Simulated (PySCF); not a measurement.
# C9H10: magnetic properties

Aim: compute the magnetic properties of C9H10 (`C#C[C@@]12C=CC[C@@H]1CC2`).

Programs: PySCF 2.14.0, with routines of our own; each step states its level. All values are computed. Atoms count from 0.

## Step 1: The starting structure

19 atoms, charge 0, multiplicity 1; geometry from: GFN2-xTB.

## Step 2: Magnetic properties: GIAO PBE/pcSseg-1

What the job is given:

```
{"job": {"kind": "mag", "xc": "PBE", "basis": "pcSseg-1", "isotopologues": 0}, "charge": 0, "multiplicity": 1}
C      2.832019     0.476355     1.387827
C      1.852189     0.257668     0.734758
C      0.668272     0.015409    -0.048843
C      0.445305    -1.442163    -0.338013
C     -0.744848    -1.852667     0.065650
C     -1.552307    -0.770149     0.721585
C     -0.702827     0.486184     0.518422
C     -0.948094     1.270071    -0.783417
C      0.469894     0.943231    -1.273298
H      3.691550     0.663528     1.959190
H      1.202520    -2.036861    -0.819363
H     -1.131443    -2.853538    -0.031939
H     -2.539986    -0.670511     0.265090
H     -1.700021    -0.996407     1.781335
H     -0.649138     1.112809     1.406755
H     -1.151225     2.330936    -0.649077
H     -1.731770     0.836267    -1.402025
H      0.536675     0.441002    -2.236699
H      1.143433     1.798088    -1.265400
```

Level: GIAO PBE/pcSseg-1 magnetisability, rotational g tensor and spin-rotation constants, non-relativistic, gas phase.

On the command line:

```
> OMP_NUM_THREADS=1 python excited_run.py task.json out
```

This one command runs all jobs of the session in turn.

What it wrote:

```text
coarse grid: 15976 points
cycle   1  E = -348.1502222873  dE =  1.142e+00  |g| = 6.588e-01  |ddm| = 4.364e+00
cycle   2  E = -348.0317147265  dE =  1.185e-01  |g| = 9.400e-01  |ddm| = 2.025e+00
cycle   3  E = -348.2629901856  dE = -2.313e-01  |g| = 1.922e-01  |ddm| = 1.499e+00
cycle   4  E = -348.2693406437  dE = -6.350e-03  |g| = 1.081e-01  |ddm| = 3.062e-01
cycle   5  E = -348.2720257662  dE = -2.685e-03  |g| = 3.069e-02  |ddm| = 1.022e-01
cycle   6  E = -348.2722533473  dE = -2.276e-04  |g| = 5.902e-03  |ddm| = 3.894e-02
cycle   7  E = -348.2722612796  dE = -7.932e-06  |g| = 1.984e-03  |ddm| = 7.878e-03
final grid: 154592 points
cycle   8  E = -348.3531478782  dE = -6.091e-05  |g| = 1.469e-02  |ddm| = 8.792e-02
cycle   9  E = -348.3530404502  dE =  1.074e-04  |g| = 2.505e-02  |ddm| = 5.338e-02
cycle  10  E = -348.3531949664  dE = -1.545e-04  |g| = 6.523e-03  |ddm| = 3.931e-02
cycle  11  E = -348.3532052545  dE = -1.029e-05  |g| = 1.507e-03  |ddm| = 6.174e-03
cycle  12  E = -348.3532057697  dE = -5.152e-07  |g| = 4.415e-04  |ddm| = 2.057e-03
cycle  13  E = -348.3532058119  dE = -4.220e-08  |g| = 1.556e-04  |ddm| = 4.710e-04
cycle  14  E = -348.3532058180  dE = -6.187e-09  |g| = 3.877e-05  |ddm| = 2.002e-04
cycle  15  E = -348.3532058184  dE = -3.691e-10  |g| = 1.247e-05  |ddm| = 4.841e-05
converged SCF energy = -348.3532058184

Magnetisability tensor (1e-30 J/T^2)
    -1358.30       61.44      -49.65
       61.44    -1208.98      108.73
      -49.65      108.73    -1423.03
isotropic -1330.10   principal values   -1502.97  -1331.42  -1155.92
isotropic susceptibility -80.101 1e-6 cm^3/mol

Inertial axes            a          b          c
rot. const./GHz      2.5522     1.6326     1.3110
chi total           -79.898    -82.005    -78.400
chi diamagnetic    -605.829   -857.958  -1039.546
chi paramagnetic    525.930    775.954    961.147
quadrupole/D A        2.695     -1.711     -0.985
g nuclear            0.6116     0.5866     0.5826
g electronic        -0.6306    -0.5952    -0.5920
g total             -0.0190    -0.0085    -0.0093

Spin-rotation constants (kHz, H = +C I.J)
atom  isotope        aa         bb         cc
  9     1H        0.025     -0.180     -0.139
 10     1H       -0.211     -0.114      0.045
 11     1H       -0.094      0.008     -0.112
 12     1H        0.064     -0.142     -0.152
 13     1H       -0.271     -0.092      0.001
 14     1H       -0.233     -0.185      0.050
 15     1H       -0.294      0.007     -0.084
 16     1H        0.043     -0.180     -0.128
 17     1H       -0.280     -0.178      0.054
 18     1H       -0.022     -0.076     -0.153
  0    13C*       0.288      0.491      0.375
  1    13C*       0.095      0.621      0.481
  2    13C*       0.512      0.352      0.228
  3    13C*       0.742      0.573      0.480
  4    13C*       0.734      0.570      0.458
  5    13C*       0.504      0.294      0.270
  6    13C*       0.411      0.334      0.274
  7    13C*       0.418      0.262      0.212
  8    13C*       0.465      0.244      0.275
* in the singly substituted isotopologue
```

Wall time 87 s (1 thread of Arm Neoverse N1, shared host); peak memory 0.71 GiB.

In short:

```
              quantity                      value
       magnetisability           -1330·10⁻³⁰ J/T²
  molar susceptibility         -80.1·10⁻⁶ cm³/mol
rotational g (a, b, c)  -0.0190, -0.0085, -0.0093
```

## Step 3: Results

| quantity | value |
| --- | --- |
| magnetisability (step 2, GIAO PBE/pcSseg-1) | -1330·10⁻³⁰ J/T² |
| molar susceptibility (step 2, GIAO PBE/pcSseg-1) | -80.1·10⁻⁶ cm³/mol |
| rotational g (a, b, c) (step 2, GIAO PBE/pcSseg-1) | -0.0190, -0.0085, -0.0093 |

**Reading.** The values above hold for this geometry and these levels alone. Vibrational averaging and real surroundings are missing from these values.
